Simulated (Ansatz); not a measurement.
# Al3BiO: the cost of one run

Method: DFT PBE, scalar-relativistic, plane waves, PAW, in Ansatz 0.2.0.

## 1. Starting point

The structure is cubic, space group Pm-3m (No. 221). Conventional cell: a = 4.267 Å, b = 4.267 Å, c = 4.267 Å, α = 90.00°, β = 90.00°, γ = 90.00°. Around Al (site symmetry 4/mmm) lie 2 Bi at 2.13 Å and 8 Al at 3.02 Å and 4 O at 3.02 Å. Around Bi (site symmetry m-3m) lie 6 Al at 2.13 Å. Around O (site symmetry m-3m) lie 12 Al at 3.02 Å.

Structure file:

```cif
data_structure
_symmetry_space_group_name_H-M 'P 1'
_symmetry_Int_Tables_number 1
_cell_length_a 4.2671
_cell_length_b 4.2671
_cell_length_c 4.2671
_cell_angle_alpha 90.000
_cell_angle_beta 90.000
_cell_angle_gamma 90.000
_cell_volume 77.70
loop_
_atom_site_label
_atom_site_type_symbol
_atom_site_fract_x
_atom_site_fract_y
_atom_site_fract_z
_atom_site_occupancy
Al1 Al 0.00000 0.50000 0.50000 1
Al2 Al 0.50000 0.00000 0.50000 1
Al3 Al 0.50000 0.50000 0.00000 1
Bi1 Bi 0.50000 0.50000 0.50000 1
O1 O 0.00000 0.00000 0.00000 1
```

The cell is invented: species swapped into a database cell of GdBPd3 (Pm-3m, No. 221), with O on the Gd sites, Bi on the B sites and Al on the Pd sites. Lengths come from tabulated atomic sizes and are only a guess.

## 2. Probe: one point on a coarse mesh

File input.yaml:

```yaml
crystal:
  lattice:
    - [4.2671466, 0.0, 0.0]
    - [0.0, 4.2671466, 0.0]
    - [0.0, 0.0, 4.2671466]
  atoms:
    - { symbol: Al, position: [0.0, 0.5, 0.5] }
    - { symbol: Al, position: [0.5, 0.0, 0.5] }
    - { symbol: Al, position: [0.5, 0.5, 0.0] }
    - { symbol: Bi, position: [0.5, 0.5, 0.5] }
    - { symbol: O, position: [0.0, 0.0, 0.0] }
basis:
  ecutwfc: 420
kpoints:
  mp_grid: { grid: [4, 4, 4] }
hamiltonian:
  xc: pbe
scf:
  occupations: { method: gaussian, width: 0.1 }
  lower_state_search: "off"
output:
  forces: true
  stress: true
  eigenvalues: true
```

Run with:

```
ansatz run input.yaml --threads 1 --pin off --max-ram 2560MiB --backend cpu --events-out ev --progress --plain --runs-dir out
```

Q: Estimate wall time and peak memory on 1 thread of Intel Xeon at 2.70GHz, shared host.

About 2.2 s, with a peak of 0.34 GiB.
